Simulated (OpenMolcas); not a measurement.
# Tc⁵⁺ among point charges: CASSCF and CASPT2 levels and susceptibility

How does a field of 6 point charges split the states of Tc⁵⁺, and what χT follows?

Method: state-averaged CASSCF and CASPT2, spin-orbit coupling by RASSI with atomic mean-field integrals. Code: OpenMolcas 26.06.

**1. Starting point**

```
Species                           : Tc⁵⁺ (technetium, Z = 43, 38 electrons)
Basis                             : ANO-RCC-VDZP [6s5p3d1f], 43 functions
Scalar Hamiltonian                : DKH2, point nucleus
Inactive shells                   : 1s 2s 2p 3s 3p 3d 4s 4p
Active space                      : 2 electrons in 5 orbitals (4d)
Some configurations of this space : 4d²
Orbitals                          : optimised for each spin and parity, averaged over all roots
```

The outer shells:

4d2
```
4d [↑ ][↑ ][  ][  ][  ]
```

The ion sits among 6 point charges of -1.7 e arranged as an octahedron (Oh), 2.17 Å from the ion.

The work runs as a chain of OpenMolcas steps in one folder; each step below is one input file. Labels, J, g values, rates, χT and fits are worked out afterwards by a script from the matrices that RASSI stores. The input lists half of the charges; inversion (Group=XYZ) makes the rest.

**2. GATEWAY and SEWARD: basis and integrals**

The input, a.inp:

```
&GATEWAY
Coord
1

Tc 0.0 0.0 0.0
Basis=ANO-RCC-VDZP
Group=XYZ
NoMove
AngMom=0.0 0.0 0.0
AMFI
XField
3 Angstrom 0
2.170000 0.000000 0.000000 -1.700000
0.000000 2.170000 0.000000 -1.700000
0.000000 0.000000 2.170000 -1.700000
&SEWARD
```

Started as:

```sh
$ OMP_NUM_THREADS=1 MOLCAS_MEM=1689 MOLCAS_PROJECT=a pymolcas a.inp > a.log
```

The log of the run:

```text
Basis set label: TC.ANO-RCC...6S5P3D1F.

      Electronic valence basis set:
      ------------------
      Associated Effective Charge  43.000000 au
      Associated Actual Charge     43.000000 au
      Nuclear Model: Point charge

      Shell  nPrim  nBasis  Cartesian Spherical Contaminant
         s      21       6        X
         p      18       5        X
         d      13       3                 X
         f       6       1                 X
                  Relativistic Douglas-Kroll-Hess integrals:
                    - DKH order of Hamiltonian: 2
                    - DKH order of Properties : 0
                  Atomic mean-field integrals
```

**3. Reference wave functions, triplets of even parity, 10 roots**

The input, a.inp:

```
&RASSCF
FileOrb=start.orb
Symmetry=1
Spin=3
nActEl=2 0 0
Inactive=9 9
Ras2=5 0
CIRoot=10 10 1
SDav=10
CIMx=300
Iter=120 100
PrWF=0.3
OrbListing=Nothing
MaxOrb=0
>>> COPY $Project.JobIph JOB001
```

start.orb holds the contracted functions of the basis, ordered by shell, or the orbitals of the step before.

The log of the run, shortened:

```text
[...]
      Number of active orbitals                  5
[...]
      Spin quantum number                      1.0
[...]
      Active orbitals                            5   0
[...]
      Number of CSFs                            10
      Number of root(s) required                10
[...]
      Convergence after  7 iterations
[...]
      Natural orbitals and occupation numbers for root  1
      sym 1:   0.940485   0.940485  -0.000000   0.059515   0.059515
      Natural orbitals and occupation numbers for root  2
      sym 1:   0.940482   0.059518   0.940482   0.059518   0.000000
      Natural orbitals and occupation numbers for root  3
      sym 1:   0.000000   0.877896   0.122104   0.877896   0.122104
::    RASSCF root number  1 Total energy:  -4289.52970484
::    RASSCF root number  2 Total energy:  -4289.52970484
::    RASSCF root number  3 Total energy:  -4289.52970484
[...]
::    RASSCF root number  7 Total energy:  -4289.49184803
::    RASSCF root number  8 Total energy:  -4289.45134777
::    RASSCF root number  9 Total energy:  -4289.45134777
::    RASSCF root number 10 Total energy:  -4289.45134777
```

**4. Reference wave functions, singlets of even parity, 15 roots**

The input, a.inp:

```
&RASSCF
FileOrb=start.orb
Symmetry=1
Spin=1
nActEl=2 0 0
Inactive=9 9
Ras2=5 0
CIRoot=15 15 1
SDav=15
CIMx=300
Iter=120 100
PrWF=0.3
OrbListing=Nothing
MaxOrb=0
>>> COPY $Project.JobIph JOB002
```

The log of the run, shortened:

```text
[...]
      Number of active orbitals                  5
[...]
      Spin quantum number                      0.0
[...]
      Active orbitals                            5   0
[...]
      Number of CSFs                            15
      Number of root(s) required                15
[...]
      Convergence after  6 iterations
[...]
      Natural orbitals and occupation numbers for root  1
      sym 1:   0.800573   0.809729   0.198088   0.191605   0.000005
      Natural orbitals and occupation numbers for root  2
      sym 1:   0.982739   0.400183   0.017715   0.540230   0.059133
      Natural orbitals and occupation numbers for root  3
      sym 1:   0.308740   0.656540   0.003294   0.903120   0.128307
::    RASSCF root number  1 Total energy:  -4289.46841659
::    RASSCF root number  2 Total energy:  -4289.46841659
::    RASSCF root number  3 Total energy:  -4289.46841659
[...]
::    RASSCF root number 12 Total energy:  -4289.42533864
::    RASSCF root number 13 Total energy:  -4289.41696357
::    RASSCF root number 14 Total energy:  -4289.41696357
::    RASSCF root number 15 Total energy:  -4289.29688582
```

**5. RASSI: spin-orbit coupling between the states**

The input, a.inp:

```
&RASSI
NrOfJobIphs=2 10 15
1 2 3 4 5 6 7 8 9 10
1 2 3 4 5 6 7 8 9 10 11 12 13 14 15
IphNames
JOB001
JOB002
EJob
SpinOrbit
DIPRint=1.0
SOCoupling=1000.0
Subsets=2
Property=9
'ANGMOM' 1 'ANGMOM' 2 'ANGMOM' 3 'MLTPL  1' 1 'MLTPL  1' 2 'MLTPL  1' 3
'AMFI' 1 'AMFI' 2 'AMFI' 3
SOProperty=3
'ANGMOM' 1 'ANGMOM' 2 'ANGMOM' 3
```

The log of the run, shortened:

```text
SPIN-FREE ENERGIES:
  (Shifted by EMIN (a.u.) =      -4289.5297048365)
 SF State       Relative EMIN(au)   Rel lowest level(eV)    D:o, cm**(-1)      L_eff
     1             0.0000000000        0.0000000000              0.0000         3.0
     2             0.0000000000        0.0000000000              0.0000         3.0
     3             0.0000000000        0.0000000000              0.0000         3.0
     4             0.0173024376        0.4708233122           3797.4461         3.0
     5             0.0173024376        0.4708233122           3797.4461         3.0
     6             0.0173024376        0.4708233122           3797.4461         3.0
     7             0.0378568026        1.0301360774           8308.6078         3.0
    11             0.0612882422        1.6677380304          13451.2144         2.3
    12             0.0612882422        1.6677380304          13451.2144         2.3
    13             0.0612882422        1.6677380304          13451.2144         2.3
[...]
Eigenvalues of complex Hamiltonian:
   -----------------------------------
  (Shifted by EMIN (a.u.) =      -4289.5297048365)
 SO State       Relative EMIN(au)   Rel lowest level(eV)    D:o, cm**(-1)     J-value
     1            -0.0076118723        0.0000000001              0.0000         2.1
     2            -0.0076118723        0.0000000000              0.0000         1.4
     3            -0.0057829735        0.0497668724            401.3969         2.1
     4            -0.0057829735        0.0497668724            401.3969         2.1
     5            -0.0057829735        0.0497668722            401.3969         1.8
     6             0.0021913903        0.2667603640           2151.5674         2.7
     7             0.0021913903        0.2667603640           2151.5674         2.7
     8             0.0021913903        0.2667603642           2151.5674         2.6
     9             0.0074022850        0.4085560326           3295.2266         3.2
    10             0.0142484387        0.5948493668           4797.7837         2.3
    11             0.0142484387        0.5948493667           4797.7837         2.4
[...]
```

Time for these steps: 4.1 s (1 thread, shared host).

Spin-free states, with their symmetry labels:

| state | degeneracy | E (cm-1) | free-ion L (%) |
| --- | --- | --- | --- |
| 3T1 | 3 | 0 | F (99) |
| 3T2 | 3 | 3797 | F (100) |
| 3A2 | 1 | 8309 | F (100) |
| 1T2 | 3 | 13451 | D (90) |
| 1E | 2 | 14216 | D (75) |
| 3T1 | 3 | 17197 | P (99) |
| 1T2 | 3 | 20892 | G (90) |
| 1T1 | 3 | 22756 | G (100) |
| 1A1 | 1 | 22906 | G (97) |
| 1E | 2 | 24744 | G (75) |
| 1A1 | 1 | 51098 | S (97) |

With spin-orbit coupling:

```
E (cm-1)  Degeneracy  Label  2S+1
     0.0           2      E     3
   401.4           3     T2     3
    2152           3     T1     3
    3295           1     A1     3
    4798           3     T2     3
    4894           1     A2     3
    6053           3     T1     3
    6340           2      E     3
   10396           3     T2     3
   14900           3     T2     1
   15397           2      E     1
   17517           1     A1     3
   18307           3     T1     3
   19848           3     T2     3
   19968           2      E     3
   22754           3     T2     1
   24496           3     T1     1
   24655           1     A1     1
   26602           2      E     1
   52990           1     A1     1
```

Powder χT (cm³ K/mol): 0.00 at 2 K, 0.00 at 5 K, 0.00 at 10 K, 0.01 at 20 K, 0.02 at 50 K, 0.04 at 100 K, 0.06 at 150 K, 0.09 at 200 K, 0.12 at 250 K, 0.15 at 300 K.

A ligand-field fit to the states below 45000 cm-1 gives 10Dq = 4557 cm-1, B = 941 cm-1 and C = 3828 cm-1 (C/B = 4.07), with a deviation of 26 cm-1.

Orbitals of the lowest block (energies include the constant potential of the surroundings):

| shell | space | energy (hartree) | mean occupation | ⟨r²⟩ (bohr²) |
| --- | --- | --- | --- | --- |
| 1s | inactive | -777.3332 | 2.000 | 0.00155 |
| 2s | inactive | -113.7859 | 2.000 | 0.0262 |
| 2p | inactive | -101.6533 | 6.000 | 0.0207 |
| 3s | inactive | -21.0232 | 2.000 | 0.195 |
| 3p | inactive | -16.9221 | 6.000 | 0.199 |
| 3d | inactive | -10.2621 | 10.000 | 0.189 |
| 4s | inactive | -3.1199 | 2.000 | 1.25 |
| 4p | inactive | -1.8351 | 6.000 | 1.45 |
| 4d | RAS2 |  | 2.000 | 2.32 |

**6. CASPT2: IPEA 0.25, imaginary shift 0.1 (closed shells correlated: 4s 4p)**

The input, a.inp:

```
>>> COPY JOB001 $Project.JobIph
&CASPT2
Multistate=10 1 2 3 4 5 6 7 8 9 10
NoMult
Frozen=8 6
IPEA=0.25
Imaginary=0.1
MaxIter=60
WThr=0.0 0.3 0.05
PrWF=0.5
NoMix
>>> COPY JOB002 $Project.JobIph
&CASPT2
Multistate=15 1 2 3 4 5 6 7 8 9 10 11 12 13 14 15
NoMult
Frozen=8 6
IPEA=0.25
Imaginary=0.1
MaxIter=60
WThr=0.0 0.3 0.05
PrWF=0.5
NoMix
```

The log of the run:

```text
Orbital specifications:
      -----------------------

      Symmetry species                           1   2
                                                ag  au
      Frozen orbitals                            8   6
      Inactive orbitals                          1   3
      Active orbitals                            5   0
      Secondary orbitals                         7  13
      Deleted orbitals                           0   0
      Number of basis functions                 21  22
Type of calculation                        SS-CASPT2
      Fock operator                              state-specific
      IPEA shift                                 0.25
      Real shift                                 0.00
      Imaginary shift                            0.10
      The input orbitals will be transformed to quasi-canonical
Reference energy:       -4289.5297048365
      E2 (Non-variational):      -0.1682848014
      Shift correction:          -0.0000744630
      E2 (Variational):          -0.1683592644
      Total energy:           -4289.6980641009
      Residual norm:              0.0000001415
      Reference weight:           0.96666
      Contributions to the CASPT2 correlation energy
      Active & Virtual Only:         -0.0031706373
      One Inactive Excited:          -0.0626710490
      Two Inactive Excited:          -0.1024431151
Reference energy:       -4289.5297048365
      E2 (Non-variational):      -0.1682849971
      Shift correction:          -0.0000744635
      E2 (Variational):          -0.1683594606
      Total energy:           -4289.6980642971
      Residual norm:              0.0000001415
      Reference weight:           0.96666
      Contributions to the CASPT2 correlation energy
      Active & Virtual Only:         -0.0031706415
      One Inactive Excited:          -0.0626712339
      Two Inactive Excited:          -0.1024431217
::    CASPT2 Root  1     Total energy:  -4289.69806410
::    CASPT2 Root  2     Total energy:  -4289.69806430
::    CASPT2 Root  3     Total energy:  -4289.69906776
::    CASPT2 Root  4     Total energy:  -4289.68044373
::    CASPT2 Root  5     Total energy:  -4289.68013839
::    CASPT2 Root  6     Total energy:  -4289.68014262
::    CASPT2 Root  7     Total energy:  -4289.65915324
::    CASPT2 Root  8     Total energy:  -4289.62986167
::    CASPT2 Root  9     Total energy:  -4289.63044769
::    CASPT2 Root 10     Total energy:  -4289.63044785
Orbital specifications:
      -----------------------

      Symmetry species                           1   2
                                                ag  au
      Frozen orbitals                            8   6
      Inactive orbitals                          1   3
      Active orbitals                            5   0
      Secondary orbitals                         7  13
      Deleted orbitals                           0   0
      Number of basis functions                 21  22
Type of calculation                        SS-CASPT2
      Fock operator                              state-specific
      IPEA shift                                 0.25
      Real shift                                 0.00
      Imaginary shift                            0.10
      The input orbitals will be transformed to quasi-canonical
Reference energy:       -4289.4684165943
      E2 (Non-variational):      -0.1782953351
      Shift correction:          -0.0000992826
      E2 (Variational):          -0.1783946178
      Total energy:           -4289.6468112121
      Residual norm:              0.0000002138
      Reference weight:           0.96289
      Contributions to the CASPT2 correlation energy
      Active & Virtual Only:         -0.0084522944
      One Inactive Excited:          -0.0622474392
      Two Inactive Excited:          -0.1075956015
Reference energy:       -4289.4684165943
      E2 (Non-variational):      -0.1779965348
      Shift correction:          -0.0001010882
      E2 (Variational):          -0.1780976230
      Total energy:           -4289.6465142173
      Residual norm:              0.0000001869
      Reference weight:           0.96295
      Contributions to the CASPT2 correlation energy
      Active & Virtual Only:         -0.0084446717
      One Inactive Excited:          -0.0620835021
      Two Inactive Excited:          -0.1074683610
::    CASPT2 Root  1     Total energy:  -4289.64681121
::    CASPT2 Root  2     Total energy:  -4289.64651422
::    CASPT2 Root  3     Total energy:  -4289.64674415
::    CASPT2 Root  4     Total energy:  -4289.64192599
::    CASPT2 Root  5     Total energy:  -4289.64188965
::    CASPT2 Root  6     Total energy:  -4289.61194457
::    CASPT2 Root  7     Total energy:  -4289.61249830
::    CASPT2 Root  8     Total energy:  -4289.61250029
::    CASPT2 Root  9     Total energy:  -4289.60120181
::    CASPT2 Root 10     Total energy:  -4289.60122542
::    CASPT2 Root 11     Total energy:  -4289.60112129
::    CASPT2 Root 12     Total energy:  -4289.60426129
::    CASPT2 Root 13     Total energy:  -4289.59303526
::    CASPT2 Root 14     Total energy:  -4289.59294005
::    CASPT2 Root 15     Total energy:  -4289.49271157
```

This run took 1.4 s in all on 1 thread, shared host.

SS-CASPT2: lowest energy less the reference's lowest, -0.1687 hartree; reference weights 0.958 to 0.967.

States without spin-orbit coupling:

| state | degeneracy | E (cm-1) | free-ion L (%) |
| --- | --- | --- | --- |
| 3T1 | 3 | 0 | F (99) |
| 3T2 | 3 | 3985 | F (100) |
| 3A2 | 1 | 8613 | F (100) |
| 1T2 | 3 | 11349 | D (90) |
| 1E | 2 | 12398 | D (75) |
| 3T1 | 3 | 14956 | P (99) |
| 1T2 | 3 | 18893 | G (90) |
| 1A1 | 1 | 20661 | G (97) |
| 1T1 | 3 | 21336 | G (100) |
| 1E | 2 | 23135 | G (75) |
| 1A1 | 1 | 45143 | S (97) |

With spin-orbit coupling:

```json
{"E (cm-1)": "0", "Degeneracy": "2", "Label": "E", "2S+1": "3"}
{"E (cm-1)": "390", "Degeneracy": "3", "Label": "T2", "2S+1": "3"}
{"E (cm-1)": "2170", "Degeneracy": "3", "Label": "T1", "2S+1": "3"}
{"E (cm-1)": "3290", "Degeneracy": "1", "Label": "A1", "2S+1": "3"}
{"E (cm-1)": "4940", "Degeneracy": "3", "Label": "T2", "2S+1": "3"}
{"E (cm-1)": "5080", "Degeneracy": "1", "Label": "A2", "2S+1": "3"}
{"E (cm-1)": "6220", "Degeneracy": "3", "Label": "T1", "2S+1": "3"}
{"E (cm-1)": "6500", "Degeneracy": "2", "Label": "E", "2S+1": "3"}
{"E (cm-1)": "10660", "Degeneracy": "3", "Label": "T2", "2S+1": "3"}
{"E (cm-1)": "12850", "Degeneracy": "3", "Label": "T2", "2S+1": "1"}
{"E (cm-1)": "13540", "Degeneracy": "2", "Label": "E", "2S+1": "1"}
{"E (cm-1)": "15250", "Degeneracy": "1", "Label": "A1", "2S+1": "3"}
{"E (cm-1)": "16070", "Degeneracy": "3", "Label": "T1", "2S+1": "3"}
{"E (cm-1)": "17630", "Degeneracy": "3", "Label": "T2", "2S+1": "3"}
{"E (cm-1)": "17800", "Degeneracy": "2", "Label": "E", "2S+1": "3"}
{"E (cm-1)": "20770", "Degeneracy": "3", "Label": "T2", "2S+1": "1"}
{"E (cm-1)": "22420", "Degeneracy": "1", "Label": "A1", "2S+1": "1"}
{"E (cm-1)": "23080", "Degeneracy": "3", "Label": "T1", "2S+1": "1"}
{"E (cm-1)": "24990", "Degeneracy": "2", "Label": "E", "2S+1": "1"}
{"E (cm-1)": "47060", "Degeneracy": "1", "Label": "A1", "2S+1": "1"}
```

Powder χT (cm³ K/mol): 0.00 at 2 K, 0.00 at 5 K, 0.00 at 10 K, 0.01 at 20 K, 0.02 at 50 K, 0.04 at 100 K, 0.06 at 150 K, 0.09 at 200 K, 0.12 at 250 K, 0.15 at 300 K.

A ligand-field fit to the states below 45000 cm-1 gives 10Dq = 5008 cm-1, B = 800 cm-1 and C = 3569 cm-1 (C/B = 4.46), with a deviation of 343 cm-1.

**7. The methods side by side**

A. CASSCF
B. SS-CASPT2, IPEA 0.25, imaginary shift 0.1 (closed shells correlated: 4s 4p)

| method | ground state | first state of that spin (cm-1) | first gap with spin-orbit (cm-1) | χT at 300 K |
| --- | --- | --- | --- | --- |
| A | 3T1 | 3T2 3797 | 401.4 | 0.15 |
| B | 3T1 | 3T2 3985 | 394.5 | 0.15 |

**8. Results**

| quantity | value |
| --- | --- |
| method | SS-CASPT2, IPEA 0.25, imaginary shift 0.1 (closed shells correlated: 4s 4p) |
| spin-free ground state | 3T1, 3-fold in its orbital part |
| first state of the same spin within the active space | 3T2 at 3990 cm⁻¹ |
| lowest level | 2-fold E, g = 0.00, 0.00, 0.00 |
| next level | 394.5 cm⁻¹ |
| χT at 300 K | 0.15 cm³ K/mol |
| effective moment at 300 K | 1.09 μB |

Cost by method:

| method | time of its own steps | time with the reference |
| --- | --- | --- |
| A. CASSCF | 4.1 s | 4.1 s |
| B. SS-CASPT2, IPEA 0.25, imaginary shift 0.1, +4s 4p | 1.4 s | 5.5 s |

Times are of one thread on a shared host.

The spin-free ground state (3T1) comes to 99 % from free-ion F terms and keeps the highest spin of the shell. χT at 300 K is 0.15, against 1.00 cm³ K/mol for the spin alone, so spin-orbit coupling lowers it. A ligand-field fit to the states below 45000 cm-1 gives 10Dq = 5008 cm-1, B = 800 cm-1 and C = 3569 cm-1 (C/B = 4.46), with a deviation of 343 cm-1. CASPT2 does not keep the components of a term degenerate, and the means are used. The field of point charges can differ much from that of real complexes. Point charges carry no covalency, so the field is a model and not that of real ligands.
